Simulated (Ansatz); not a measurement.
# C₈H₁₄Si: up Jacob's ladder to CCSD(T)

Aim: compute C₈H₁₄Si with functionals from several rungs and with coupled cluster, and see how far each lands from CCSD(T) at the basis-set limit for the atomisation energy.

Method: functionals in def2-TZVPP, the program's frozen cores in correlated methods; program: Ansatz 0.2.0, Gaussian basis.

Plan: LDA (SPW92), PBE-D4, revPBE-D4, BLYP-D4, r2SCAN-D4, B97M-V, PBE0-D4, B3LYP-D4, r2SCANh-D4, r2SCAN0-D4, HSE06-D4, BHLYP-D4, CAM-B3LYP-D4, LC-ωPBE, ωB97X-V, ωB97M-V, B2PLYP, PBE-QIDH; CCSD(T)/def2-SVP; CCSD(T)/def2-TZVPP; MP2/def2-QZVPP; extrapolation to the limit; RPA on PBE.

**1. Structure used throughout**

An earlier PBE0-D4 in a triple-zeta def2 set relaxation fixed the geometry.

SMILES `C[Si](C)(C)C1C=CC=C1`, 23 atoms, charge 0, spin multiplicity 1.

Atoms are counted from 1 here; the program's logs count them from 0.

Bond lengths: C1–Si2 1.874 Å, C1–H10 1.093 Å, C1–H11 1.093 Å, C1–H12 1.094 Å, Si2–C3 1.867 Å, Si2–C4 1.874 Å, Si2–C5 1.923 Å, C3–H13 1.092 Å, C3–H14 1.094 Å, C3–H15 1.092 Å, C4–H16 1.094 Å, C4–H17 1.093 Å, C4–H18 1.093 Å, C5–C6 1.476 Å, C5–C9 1.476 Å, C5–H19 1.095 Å, C6–C7 1.353 Å, C6–H20 1.081 Å and more. Angles: Si2–C1–H10 111.4°, Si2–C1–H11 111.4°, Si2–C1–H12 110.5°, H10–C1–H11 108.0°, H10–C1–H12 107.7°, H11–C1–H12 107.6°, C1–Si2–C3 110.4°, C1–Si2–C4 109.2°, C1–Si2–C5 108.0°, C3–Si2–C4 110.4°, C3–Si2–C5 110.7°, C4–Si2–C5 108.0°, Si2–C3–H13 111.3°, Si2–C3–H14 109.9°, Si2–C3–H15 111.3°, H13–C3–H14 108.1°, H13–C3–H15 108.0°, H14–C3–H15 108.1° and more.

Geometry (Å):

```xyz
23
C8H14Si
C     0.14803   -1.38576   -2.01461
Si   -0.14201   -0.83139   -0.24795
C     1.41646   -1.02905    0.76042
C    -1.53358   -1.84353    0.49478
C    -0.69906    1.00861   -0.28614
C     0.43282    1.81075   -0.79102
C     0.93605    2.54775    0.22585
C     0.13369    2.32989    1.40656
C    -0.85905    1.45981    1.11038
H     0.97592   -0.83925   -2.47265
H    -0.74082   -1.23274   -2.63261
H     0.39428   -2.45090   -2.04664
H     1.26900   -0.69163    1.78808
H     1.71096   -2.08213    0.78695
H     2.24138   -0.45638    0.33253
H    -1.29346   -2.90993    0.45861
H    -1.70582   -1.57675    1.54025
H    -2.46996   -1.69639   -0.05015
H    -1.60497    1.00841   -0.90160
H     0.81004    1.76594   -1.80350
H     1.80228    3.19441    0.17438
H     0.30984    2.78933    2.37045
H    -1.62723    1.10384    1.78313
```

**2. LDA**

This LDA is Slater exchange with PW92 correlation.

File in.yaml:

```yaml
crystal:
  periodic: [false, false, false]
  atoms:
    - {symbol: C, position_ang: [0.148032, -1.385760, -2.014612]}
    - {symbol: Si, position_ang: [-0.142010, -0.831394, -0.247947]}
    - {symbol: C, position_ang: [1.416458, -1.029053, 0.760424]}
    - {symbol: C, position_ang: [-1.533580, -1.843527, 0.494783]}
    - {symbol: C, position_ang: [-0.699064, 1.008613, -0.286140]}
    - {symbol: C, position_ang: [0.432821, 1.810755, -0.791015]}
    - {symbol: C, position_ang: [0.936053, 2.547747, 0.225846]}
    - {symbol: C, position_ang: [0.133691, 2.329894, 1.406563]}
    - {symbol: C, position_ang: [-0.859054, 1.459805, 1.110381]}
    - {symbol: H, position_ang: [0.975923, -0.839255, -2.472652]}
    - {symbol: H, position_ang: [-0.740823, -1.232741, -2.632612]}
    - {symbol: H, position_ang: [0.394283, -2.450898, -2.046645]}
    - {symbol: H, position_ang: [1.268999, -0.691632, 1.788079]}
    - {symbol: H, position_ang: [1.710964, -2.082133, 0.786950]}
    - {symbol: H, position_ang: [2.241383, -0.456382, 0.332525]}
    - {symbol: H, position_ang: [-1.293463, -2.909933, 0.458607]}
    - {symbol: H, position_ang: [-1.705817, -1.576749, 1.540253]}
    - {symbol: H, position_ang: [-2.469960, -1.696390, -0.050146]}
    - {symbol: H, position_ang: [-1.604971, 1.008407, -0.901600]}
    - {symbol: H, position_ang: [0.810043, 1.765936, -1.803499]}
    - {symbol: H, position_ang: [1.802275, 3.194415, 0.174381]}
    - {symbol: H, position_ang: [0.309845, 2.789332, 2.370448]}
    - {symbol: H, position_ang: [-1.627228, 1.103844, 1.783130]}
basis:
  gaussian: {orbitals: def2-TZVPP}
hamiltonian: {xc: lda}
output: {orbitals: {seedname: orbitals}}
```

Launch:

```
> ansatz run in.yaml --threads 4 --pin off --events-out ev --progress --plain --max-ram 46080MiB --backend cuda --devices 0, --max-vram 37GiB
```

Further steps of the session: PBE-D4 (GGA); revPBE-D4 (GGA); BLYP-D4 (GGA); r2SCAN-D4 (meta-GGA); B97M-V (meta-GGA); B3LYP-D4 (hybrid); r2SCANh-D4 (hybrid); r2SCAN0-D4 (hybrid); HSE06-D4 (hybrid); BHLYP-D4 (hybrid); CAM-B3LYP-D4 (range-separated); LC-ωPBE (range-separated); ωB97X-V (range-separated); ωB97M-V (range-separated); B2PLYP (double hybrid); PBE-QIDH (double hybrid); CCSD(T) in def2-SVP; CCSD(T) in def2-TZVPP; MP2 in def2-QZVPP; RPA on PBE orbitals.

Q: Predict the results of all the runs planned. Wanted: atomisation energy, CCSD(T)/CBS; farthest beyond LDA; mean size of error, GGA; mean size of error, meta-GGA; mean size of error, hybrid; mean size of error, range-separated; mean size of error, double hybrid; gap, smallest and largest; T1 diagnostic.

As calculated:

```
                                quantity                                                                                                            value
         atomisation energy, CCSD(T)/CBS                                                                                                  2307.2 kcal/mol
functionals within 11.5 kcal/mol (0.5 %)  revPBE-D4, BLYP-D4, B97M-V, B3LYP-D4, r2SCANh-D4, r2SCAN0-D4, CAM-B3LYP-D4, LC-ωPBE, ωB97X-V, ωB97M-V, PBE-QIDH
                     farthest beyond LDA                                                                                          PBE-D4 (+54.2 kcal/mol)
                 mean size of error, GGA                                                                                                    22.3 kcal/mol
            mean size of error, meta-GGA                                                                                                    12.0 kcal/mol
              mean size of error, hybrid                                                                                                    19.9 kcal/mol
     mean size of error, range-separated                                                                                                     6.9 kcal/mol
       mean size of error, double hybrid                                                                                                    13.8 kcal/mol
               gap, smallest and largest                                                                            3.99 eV (BLYP-D4), 10.71 eV (LC-ωPBE)
                           T1 diagnostic                                                                                                           0.0105
 triples share of the correlation energy                                                                                                            4.5 %
```

In words: The LDA atomisation energy is off by 316.3 kcal/mol (14 %): it overbinds. PBE-D4 misses by +54.2 kcal/mol. Double hybrids carry the basis error of their MP2 part in triple zeta, and no dispersion term here, so their miss is partly the set-up's. Taken by rung, range-separated functionals do best (6.9 kcal/mol on average) and GGA ones worst beyond LDA (22.3 kcal/mol). hybrid functionals lie within the reference's doubt of that worst mean (19.9 kcal/mol), so those two tie. The gap between the best rungs is small, so their order is not settled. Misses under about 11.5 kcal/mol are within the doubt on the reference itself, which lacks core-valence correlation, relativity and higher excitations. Hartree-Fock recovers 75 % of the binding; the rest is correlation. CCSD(T) in def2-SVP is off by -94.0 kcal/mol, so the small basis spoils what the method gains. The gap grows from 4.0 to 10.7 eV across the functionals, mostly with the share of exact exchange. The restricted reference is unstable towards a spin-broken one.
